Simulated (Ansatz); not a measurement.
HfC, space group Fm-3m, a calculation of the elastic constants

Computed with Ansatz 0.2.0, Python API.

`hfc.py`
```python
# -*- coding: utf-8 -*-
"""Stiffness tensor and moduli of HfC."""

from dataclasses import replace

import ansatz
import numpy as np

FILLING = "cold"
SMEARING_WIDTH = 0.1
CUTOFF_EV = 450
KMESH = (16, 16, 16)


def main():
    hfc = (
        ansatz.Lattice.fcc(4.65)
        .space_group(225)
        .atom("Hf", (0.5, 0.0, 0.0))
        .atom("C", (0.0, 0.0, 0.0))
        .primitive()
    )

    job = (
        hfc.calculation()
        .occupations(FILLING, width=SMEARING_WIDTH)
        .basis(CUTOFF_EV)
        .kpoints(*KMESH)
    )
    # relax, then strain
    rest = job.relax(cell=True).run().lattice
    relaxed = ansatz.Crystal(lattice=ansatz.Lattice.of(rest.cell_ang))
    for site in rest.sites:
        relaxed = relaxed.atom(site.symbol, site.position_frac)
    job = replace(job, crystal=relaxed)
    print("relaxed volume {:.3f} A^3".format(abs(np.linalg.det(rest.cell_ang))))
    result = job.elastic("clamped_ion").run()
    elastic = result.elastic

    print(np.array2string(np.round(elastic.c_gpa, 1) + 0.0, suppress_small=True))
    print("Voigt stress of the unstrained cell (GPa, tension positive):", np.round(elastic.sigma0_gpa, 3) + 0.0)
    print("smallest eigenvalue of C:", round(elastic.stability.min_eigenvalue_gpa, 1), "GPa; tensor positive definite:", elastic.stability.min_eigenvalue_gpa > 0)
    # averaged moduli need a positive definite tensor
    if elastic.stability.min_eigenvalue_gpa > 0:
        m = elastic.moduli
        print(f"K = {m.k_hill_gpa:.1f}, G = {m.g_hill_gpa:.1f}, E = {m.youngs_gpa:.1f} GPa, Poisson ratio {m.poisson:.3f}, K/G = {m.k_hill_gpa / m.g_hill_gpa:.2f}")


if __name__ == "__main__":
    main()
```

```console
$ python hfc.py
relaxed volume 25.158 A^3
[[485.5 107.8 107.8   0.    0.    0. ]
 [107.8 485.5 107.8   0.    0.    0. ]
 [107.8 107.8 485.5   0.    0.    0. ]
 [  0.    0.    0.  160.7   0.    0. ]
 [  0.    0.    0.    0.  160.7   0. ]
 [  0.    0.    0.    0.    0.  160.7]]
Voigt stress of the unstrained cell (GPa, tension positive): [-0.001 -0.001 -0.001  0.     0.     0.   ]
smallest eigenvalue of C: 160.7 GPa; tensor positive definite: True
K = 233.7, G = 171.4, E = 413.2 GPa, Poisson ratio 0.205, K/G = 1.36
```

Notes:
- The run is spin-unpolarised.
- A positive definite tensor excludes instabilities under uniform strain alone; phonons elsewhere in the zone can still be imaginary.
- Spin-orbit coupling, which matters for elements this heavy, is left out.
- No functional is typed, so the default, PBE, holds.
- The starting cell is as deposited in a crystallographic database; the results hold for this polymorph, which needn't be the stable one.
- Shear constants of a metal converge slowly with the k-point mesh and can be wrong in sign on a coarse one; the constants belong to the cell that was strained.
- Finished in 2.2 min on 1 thread of Arm Neoverse V1 (shared host), peak memory 0.66 GiB.

(A comment or docstring line of the script was reworded after the run, the code is as it ran.)
